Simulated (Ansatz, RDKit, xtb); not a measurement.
**Isomers of C3H2ClFN2, a sample narrowed down**

A sample of isomers of C3H2ClFN2 is drawn. Aim: find which of them has the lowest free energy at 298.15 K, then its properties. The sample is small against all isomers, and the most stable one of this formula need not be in it.

The funnel: GFN2-xTB relaxations, single points with a density functional, relaxations at r2SCAN-D4/def2-SVP, harmonic vibrations (at GFN2-xTB), and a last energy at a higher level. All values are calculated.

**1. Drawing up candidates**

Isomers were taken from a list of plausible structures; this is a sample, not all of them. That gives 6 candidates.

| label | SMILES | spin |
| --- | --- | --- |
| c001 | Fc1c[nH]nc1Cl | singlet |
| c137 | Fc1cc(Cl)n[nH]1 | singlet |
| c149 | Fc1cn[nH]c1Cl | singlet |
| c726 | Fc1n[nH]cc1Cl | singlet |
| c731 | Fc1cc(Cl)[nH]n1 | singlet |
| c838 | Fc1[nH]ncc1Cl | singlet |

Candidates are built by distance geometry, with a force field where one applies, in up to four conformers (letters a to d).

**2. Cheap relaxation of all starts**

All 6 starts are relaxed the same way. One of them, c137a (taken from a list of positional isomers, embedded by distance geometry and MMFF94), in full:

Contents of start.xyz:

```xyz
9
c137a
C     -1.970711     0.551785     0.215351
C     -1.115271    -0.131077     1.001512
C      0.054646    -0.149983     0.170763
Cl     1.560897    -0.877959     0.668330
F     -3.266789     0.838831     0.545627
N     -0.106606     0.415292    -0.996393
N     -1.378426     0.840854    -0.968231
H     -1.256341    -0.504391     1.989954
H     -1.762047     1.312787    -1.813874
```

Command:

```
$ xtb start.xyz --gfn 2 --opt
```

Output, cut to the lines that bear on the results:

```text
* xtb version 6.7.1
[...]
          :  # basis functions                  36          :
[...]
          :  # electrons                        38          :
[...]
          :  Hamiltonian                  GFN2-xTB          :
[...]
          :  net charge                          0          :
          :  unpaired electrons                  0          :
[...]
   *** convergence criteria satisfied after 14 iterations ***
[...]
   *** GEOMETRY OPTIMIZATION CONVERGED AFTER 6 ITERATIONS ***
[...]
   *** convergence criteria satisfied after 3 iterations ***
[...]
         ::                     SUMMARY                     ::
         :::::::::::::::::::::::::::::::::::::::::::::::::::::
         :: total energy             -22.552949861509 Eh    ::
         :: gradient norm              0.000740327229 Eh/a0 ::
         :: HOMO-LUMO gap              4.559599150467 eV    ::
         ::.................................................::
         :: SCC energy               -22.745961733071 Eh    ::
         :: -> isotropic ES            0.022331381998 Eh    ::
         :: -> anisotropic ES          0.000123313262 Eh    ::
         :: -> anisotropic XC          0.007060050686 Eh    ::
         :: -> dispersion             -0.006743702161 Eh    ::
         :: repulsion energy           0.193011871562 Eh    ::
         :: add. restraining           0.000000000000 Eh    ::
         :: total charge              -0.000000000000 e     ::
         :::::::::::::::::::::::::::::::::::::::::::::::::::::
[...]
        19        2.0000           -0.4155428             -11.3075 (HOMO)
        20                         -0.2479806              -6.7479 (LUMO)
[...]
     #   Z          covCN         q      C6AA      α(0)
     1   6          2.920     0.209    23.579     7.963
     2   6          3.013    -0.103    30.582     9.071
     3   6          3.124     0.158    24.414     8.091
     4  17          0.951    -0.125   103.045    15.530
     5   9          0.785    -0.195    11.184     3.950
     6   7          2.038    -0.212    26.366     7.616
     7   7          2.987    -0.013    21.506     6.888
     8   1          0.927     0.079     1.991     2.206
     9   1          0.860     0.202     1.095     1.639
[...]
     #   Z sym  total        # sym  WBO       # sym  WBO       # sym  WBO
 ---------------------------------------------------------------------------
     1   6      3.872 --     2      1.469     7      1.253     5      0.981
                             6      0.142
     2   6      3.965 --     1      1.469     3      1.305     8      0.969
     3   6      3.922 --     6      1.488     2      1.305     4      1.012
     4  17      1.160 --     3      1.012
     5   9      1.126 --     1      0.981
     6   7      2.957 --     3      1.488     7      1.184     1      0.142
     7   7      3.603 --     1      1.253     6      1.184     9      0.929
     8   1      0.994 --     2      0.969
     9   1      0.959 --     7      0.929
 ---------------------------------------------------------------------------
[...]
molecular dipole:
                 x           y           z       tot (Debye)
 q only:       -0.498       0.307      -0.313
   full:       -0.642       0.321      -0.233       1.919
molecular quadrupole (traceless):
[...]
          | TOTAL ENERGY              -22.552949861509 Eh   |
          | GRADIENT NORM               0.000740327229 Eh/α |
          | HOMO-LUMO GAP               4.559599150467 eV   |
           -------------------------------------------------
[...]
```

It took 0.046 s on 2 threads of Arm Neoverse V2, shared host.

**3. What the search left**

6 of the 6 relaxations converged. 6 distinct structures remain:

| label | start | SMILES after | spin | energy (kcal/mol) |
| --- | --- | --- | --- | --- |
| c731a | drawn | Fc1cc(Cl)[nH]n1 | singlet | 0.0 |
| c137a | drawn | Fc1cc(Cl)n[nH]1 | singlet | 0.8 |
| c726a | drawn | Fc1n[nH]cc1Cl | singlet | 2.1 |
| c838a | drawn | Fc1[nH]ncc1Cl | singlet | 3.4 |
| c001a | drawn | Fc1c[nH]nc1Cl | singlet | 3.8 |
| c149a | drawn | Fc1cn[nH]c1Cl | singlet | 3.9 |

**4. Screening with a density functional**

A choice of the minima (the low ones first, few conformers of a pattern, up to a cap) and the lowest that fell apart get a single point at r2SCAN-D4/def2-SVP on the tight-binding geometry, and one at HF/STO-3G for comparison. Some singlets are also tried as triplets at the same geometry (label ending in t). The first, c731a:

Contents of input.yaml:

```yaml
crystal:
  periodic: [false, false, false]
  atoms:
    - {symbol: C, position_ang: [-2.231917, 0.511592, 0.173779]}
    - {symbol: C, position_ang: [-1.334892, -0.345072, 0.833462]}
    - {symbol: C, position_ang: [-0.137180, -0.075421, 0.208505]}
    - {symbol: Cl, position_ang: [1.417941, -0.716232, 0.453344]}
    - {symbol: F, position_ang: [-3.526780, 0.619674, 0.421643]}
    - {symbol: N, position_ang: [-0.370097, 0.868748, -0.729776]}
    - {symbol: N, position_ang: [-1.651916, 1.234664, -0.757894]}
    - {symbol: H, position_ang: [-1.538529, -1.033278, 1.623999]}
    - {symbol: H, position_ang: [0.290754, 1.290233, -1.363260]}
basis:
  gaussian:
    orbitals: def2-SVP
hamiltonian:
  xc: r2scan
  dispersion: d4
scf:
  lower_state_search: off
output: {orbitals: {seedname: orbitals}}
```

Command:

```
$ ansatz run input.yaml --threads 2 --pin off --max-ram 5220MiB --events-out events.jsonl --progress --plain --runs-dir runs
```

Output, cut to the lines that bear on the results:

```text
Warning: RAYON_NUM_THREADS=2 ignored (pool sized by the plan → 2); use --threads N
Functional definition: r2SCAN
  name "r2SCAN"
[...]
1277 factors; their error is unknown
[...]
mean field -21346.09082382 eV, -784.4543688754 hartree, gradient 3.5e-6 eV, S^2 0.000000; 0 other end points of the search recorded, 0 dependent functions left out
reference -21346.09083013 eV, -784.4543691072 hartree; 30, 30 occupied and 82, 82 virtual orbitals, 1277 factors
Total energy: -21346.15174878 eV, -784.4566078265 hartree
Checks for a lower state left out: stability, starts, cluster_reference, orbital_swaps, neighbouring_geometries, increment
```

Run time: 1.9 s. Hardware: 2 threads of Arm Neoverse V2, shared host; peak memory 0.14 GiB.

Relative energies in kcal/mol, each column from its lowest structure that stays in one piece:

| label | SMILES | spin | GFN2-xTB | HF/STO-3G | r2SCAN-D4/def2-SVP |
| --- | --- | --- | --- | --- | --- |
| c731a | Fc1cc(Cl)[nH]n1 | singlet | 0.0 | 0.7 | 0.0 |
| c726a | Fc1n[nH]cc1Cl | singlet | 2.1 | 0.7 | 2.2 |
| c137a | Fc1cc(Cl)n[nH]1 | singlet | 0.8 | 0.0 | 2.4 |
| c838a | Fc1[nH]ncc1Cl | singlet | 3.4 | 1.2 | 6.0 |
| c001a | Fc1c[nH]nc1Cl | singlet | 3.8 | 3.7 | 6.1 |
| c149a | Fc1cn[nH]c1Cl | singlet | 3.9 | 4.6 | 7.4 |
| c731at | Fc1cc(Cl)[nH]n1 | triplet | – | – | 105.4 |
| c137at | Fc1cc(Cl)n[nH]1 | triplet | – | – | 109.0 |
| c726at | Fc1n[nH]cc1Cl | triplet | – | – | 109.1 |

**5. Relaxing the best candidates**

6 candidates are relaxed at r2SCAN-D4/def2-SVP (chosen among the lowest in one piece). The first, c731a:

Edit input.yaml of step 4 so:

```diff
@@ -8,3 +8,3 @@
     - {symbol: F, position_ang: [-3.526780, 0.619674, 0.421643]}
-    - {symbol: N, position_ang: [-0.370097, 0.868748, -0.729776]}
+    - {symbol: "N", position_ang: [-0.370097, 0.868748, -0.729776]}
     - {symbol: N, position_ang: [-1.651916, 1.234664, -0.757894]}
@@ -16,3 +16,3 @@
 hamiltonian:
-  xc: r2scan
+  xc: {name: r2SCAN}
   dispersion: d4
@@ -20,2 +20,3 @@
   lower_state_search: off
-output: {orbitals: {seedname: orbitals}}
+relax:
+  f_tol: 0.006
```

Command:

```
$ ansatz run input.yaml --threads 2 --pin off --max-ram 5220MiB --events-out events.jsonl --progress --plain --runs-dir runs
```

Output, cut to the lines that bear on the results:

```text
Warning: RAYON_NUM_THREADS=2 ignored (pool sized by the plan → 2); use --threads N
[...]
[... 2 set-up lines as earlier in the session ...]
[...]
1277 factors; their error is unknown
[...]
mean field -21346.09082224 eV, -784.4543688175 hartree, gradient 1.9e-6 eV, S^2 0.000000; 0 other end points of the search recorded, 0 dependent functions left out
[...]
reference -21346.09082855 eV, -784.4543690494 hartree; 30, 30 occupied and 82, 82 virtual orbitals, 1277 factors
relax step   1: F+E_penalty+E_count = -21346.15174090 eV  Δ(F+E_penalty+E_count) = +0.000e0 eV  max|allowed force component| = 7.448e-1 eV/Å  Δτ_max = 0.0000 Å  (20 SCF iters, accepted)
[...]
relax step   4: F+E_penalty+E_count = -21346.18126070 eV  Δ(F+E_penalty+E_count) = -7.628e-5 eV  max|allowed force component| = 3.241e-2 eV/Å  Δτ_max = 0.0044 Å  (23 SCF iters, accepted)
[...]
Atom 0 at    -2.230135     0.514373     0.170408 Å, force    -0.001362    -0.001968     0.002069 eV/Å
Atom 1 at    -1.339664    -0.351772     0.841582 Å, force    -0.000112     0.000630    -0.000596 eV/Å
Atom 2 at    -0.136298    -0.075400     0.209206 Å, force    -0.002307    -0.000886     0.001395 eV/Å
Atom 3 at     1.429201    -0.716986     0.451924 Å, force     0.001328    -0.001185     0.000591 eV/Å
Atom 4 at    -3.523623     0.630655     0.410437 Å, force     0.000400    -0.000613     0.000418 eV/Å
Atom 5 at    -0.376649     0.871891    -0.731194 Å, force    -0.000924     0.001195    -0.000794 eV/Å
Atom 6 at    -1.668791     1.249496    -0.769654 Å, force     0.000555     0.000869    -0.000993 eV/Å
Atom 7 at    -1.533391    -1.056159     1.645346 Å, force     0.000320     0.000951    -0.000634 eV/Å
Atom 8 at     0.296734     1.288810    -1.364252 Å, force     0.002103     0.001007    -0.001456 eV/Å
Dipole moment:     0.495403    -0.121575    -0.010007 e Å
Checks for a lower state left out: stability, starts, cluster_reference, orbital_swaps, neighbouring_geometries, increment
```

Wall time 12 s (2 threads of Arm Neoverse V2, shared host); peak memory 0.15 GiB.

Energy change by step (eV): 0.0000, -0.0255, -0.0294, -0.0295, -0.0296.

After the run. Bond lengths: C1–C2 1.412 Å, C2–C3 1.387 Å, C3–Cl4 1.709 Å, C1–F5 1.321 Å, C3–N6 1.356 Å, C1–N7 1.319 Å, N6–N7 1.347 Å, C2–H8 1.086 Å, N6–H9 1.014 Å. Some angles: C1–C2–C3 102.0°, C2–C1–F5 125.8°, C2–C1–N7 114.4°, F5–C1–N7 119.8°, C2–C3–Cl4 130.9°, C2–C3–N6 107.5°, Cl4–C3–N6 121.5°, C3–N6–N7 112.7°, C1–N7–N6 103.4°, C1–C2–H8 129.6°.

**6. After refinement**

| label | spin | r2SCAN-D4/def2-SVP (kcal/mol) | r2SCAN-D4/def2-SVP, relaxed (kcal/mol) | time |
| --- | --- | --- | --- | --- |
| c731a | singlet | 0.0 | 0.0 | 12 s |
| c137a | singlet | 2.4 | 2.2 | 14 s |
| c726a | singlet | 2.2 | 2.2 | 14 s |
| c838a | singlet | 6.0 | 5.9 | 14 s |
| c001a | singlet | 6.1 | 6.0 | 14 s |
| c149a | singlet | 7.4 | 7.4 | 14 s |

c731a: Bond lengths: C1–C2 1.412 Å, C2–C3 1.387 Å, C3–Cl4 1.709 Å, C1–F5 1.321 Å, C3–N6 1.356 Å, C1–N7 1.319 Å, N6–N7 1.347 Å, C2–H8 1.086 Å, N6–H9 1.014 Å. Some angles: C1–C2–C3 102.0°, C2–C1–F5 125.8°, C2–C1–N7 114.4°, F5–C1–N7 119.8°, C2–C3–Cl4 130.9°, C2–C3–N6 107.5°, Cl4–C3–N6 121.5°, C3–N6–N7 112.7°, C1–N7–N6 103.4°, C1–C2–H8 129.6°.

c137a: Bond lengths: C1–C2 1.379 Å, C2–C3 1.419 Å, C3–Cl4 1.717 Å, C1–F5 1.318 Å, C3–N6 1.325 Å, C1–N7 1.352 Å, N6–N7 1.351 Å, C2–H8 1.086 Å, N7–H9 1.014 Å. Some angles: C1–C2–C3 101.9°, C2–C1–F5 131.2°, C2–C1–N7 108.5°, F5–C1–N7 120.3°, C2–C3–Cl4 125.6°, C2–C3–N6 113.9°, Cl4–C3–N6 120.5°, C3–N6–N7 103.6°, C1–N7–N6 112.2°, C1–C2–H8 128.8°.

c726a: Bond lengths: C1–C3 1.414 Å, C2–C3 1.389 Å, C3–Cl4 1.713 Å, C1–F5 1.317 Å, C1–N6 1.318 Å, C2–N7 1.357 Å, N6–N7 1.343 Å, N7–H8 1.013 Å, C2–H9 1.088 Å. Some angles: C1–C3–C2 104.0°, C1–C3–Cl4 127.4°, C2–C3–Cl4 128.5°, C3–C1–F5 126.2°, C3–C1–N6 112.7°, F5–C1–N6 121.1°, C3–C2–N7 105.5°, C1–N6–N7 103.8°, C2–N7–N6 114.0°, C3–C2–H9 131.2°.

c838a: Bond lengths: C1–C3 1.384 Å, C2–C3 1.417 Å, C3–Cl4 1.714 Å, C1–F5 1.316 Å, C1–N6 1.352 Å, C2–N7 1.331 Å, N6–N7 1.346 Å, N6–H8 1.015 Å, C2–H9 1.090 Å. Some angles: C1–C3–C2 103.8°, C1–C3–Cl4 126.7°, C2–C3–Cl4 129.4°, C3–C1–F5 131.2°, C3–C1–N6 107.2°, F5–C1–N6 121.6°, C3–C2–N7 111.7°, C1–N6–N7 112.3°, C2–N7–N6 105.0°, C3–C2–H9 127.7°.

(Part 1 of 2 ends here.)
